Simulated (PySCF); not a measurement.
# SnH2F (SMILES [F][SnH2]) at UB3LYP/STO-6G

Aim: the vertical ionisation energy of SnH2F at UB3LYP/STO-6G, from 2 runs. Input form: a Python script.

Program for the calculation: PySCF 2.14.0.

4 further runs of the same task are left out: 4 set aside as unsound or not needed.

## 1. Starting point

The species is SnH2F (4 atoms), meant as a doublet with charge 0. As SMILES, `[F][SnH2]`. The shape is that of a PBE0-D4/def2-TZVP optimisation.

Bond lengths: F1–Sn2 1.932 Å, Sn2–H3 1.726 Å, Sn2–H4 1.726 Å. Angles: F1–Sn2–H3 103.3°, F1–Sn2–H4 103.3°, H3–Sn2–H4 113.3°.

## 2. The energy at UB3LYP/STO-6G

calc.py

```python
from pyscf import gto, dft

mol = gto.Mole()
mol.atom = '''
F   -1.552600  -0.190000   0.640700
Sn   0.028300  -0.242200  -0.468300
H    1.184100  -1.054400   0.524100
H    0.395700   1.426200  -0.716700
'''
mol.max_memory = 1860
mol.charge = 0
mol.basis = 'sto-6g'
mol.verbose = 3
mol.spin = 1
mol.build()

mf = dft.UKS(mol)
mf.xc = 'b3lyp'
mf.conv_tol = 1e-10
mf.grids.level = 5
mf.kernel()
if not mf.converged:
    mf = mf.newton().run(mf.mo_coeff, mf.mo_occ)

etot = mf.e_tot
print('E = %.10f Eh' % etot)
```

Started as:

```bash
$ OMP_NUM_THREADS=1 python calc.py
```

Output:

```text
WARN: HOMO -0.468878743394051 >= LUMO -0.468878743394019

converged SCF energy = -6096.96960258212  <S^2> = 0.75097035  2S+1 = 2.0009701
E = -6096.9696025821 Eh
```

Wall time 14 s (1 thread of Arm Neoverse N1, shared host); peak memory 0.27 GiB.

## 3. The singlet cation

geometry.xyz

```xyz
4

F     -1.552600    -0.190000     0.640700
Sn     0.028300    -0.242200    -0.468300
H      1.184100    -1.054400     0.524100
H      0.395700     1.426200    -0.716700
```

job.py

```python
from pyscf import gto, dft

system = gto.M(
    atom='geometry.xyz',
    verbose=4,
    basis='sto-6g',
    charge=1,
    max_memory=1860,
)

myscf = dft.RKS(system)
myscf.xc = 'b3lyp'
myscf.grids.level = 5
myscf.conv_tol = 1e-10
myscf.kernel()
if not myscf.converged:
    myscf = myscf.newton().run(myscf.mo_coeff, myscf.mo_occ)

energy = myscf.e_tot
print('Final energy', energy)
```

Started as:

```bash
$ OMP_NUM_THREADS=1 python job.py
```

Output:

```text
PySCF version 2.14.0

[INPUT] num. atoms = 4
[INPUT] num. electrons = 60
[INPUT] charge = 1
[INPUT] spin (= nelec alpha-beta = 2S) = 0
[INPUT] symmetry False subgroup None
[INPUT] Mole.unit = angstrom
[INPUT] Symbol           X                Y                Z      unit          X                Y                Z       unit  Magmom
[INPUT]  1 F     -1.552600000000  -0.190000000000   0.640700000000 AA   -2.933988781000  -0.359047963667   1.210747528009 Bohr   0.0
[INPUT]  2 Sn     0.028300000000  -0.242200000000  -0.468300000000 AA    0.053479249325  -0.457691667370  -0.884958744134 Bohr   0.0
[INPUT]  3 H      1.184100000000  -1.054400000000   0.524100000000 AA    2.237624704097  -1.992527225741   0.990405461885 Bohr   0.0
[INPUT]  4 H      0.395700000000   1.426200000000  -0.716700000000 AA    0.747764627490   2.695127398855  -1.354366713476 Bohr   0.0

[... 58 lines left out ...]
converged SCF energy = -6096.75150198586
Final energy -6096.75150198586
```

It took 9.3 s on 1 thread of Arm Neoverse N1, shared host; peak memory 0.26 GiB.

## 4. Results

Level: UB3LYP/STO-6G.

```
                                          quantity           value
                       doublet SnH2F: total energy  -6096.96960 Eh
                      doublet SnH2F: dipole moment          0.92 D
 doublet SnH2F: HOMO energy (highest over α and β)        -2.68 eV
  doublet SnH2F: LUMO energy (lowest over α and β)         0.17 eV
                               doublet SnH2F: ⟨S²⟩           0.751
                      singlet cation: total energy  -6096.75150 Eh
                       singlet cation: HOMO energy       -12.87 eV
                       singlet cation: LUMO energy        -9.09 eV
                     singlet cation: HOMO–LUMO gap         3.78 eV
vertical ionisation energy (to the singlet cation)        5.935 eV
```

What this shows: Removing an electron at fixed nuclei costs 5.93 eV (573 kJ/mol). Only the singlet of the ionised species was computed; a triplet could lie lower. In a minimal basis such a difference can be off by several eV, whatever the method. Relativity is left out (doublet SnH2F) although the molecule holds a heavy atom. Mulliken charges (singlet cation) run from -0.09 on F1 to +1.14 on Sn2; they depend strongly on the basis. Relativity is left out (singlet cation) although the molecule holds a heavy atom.
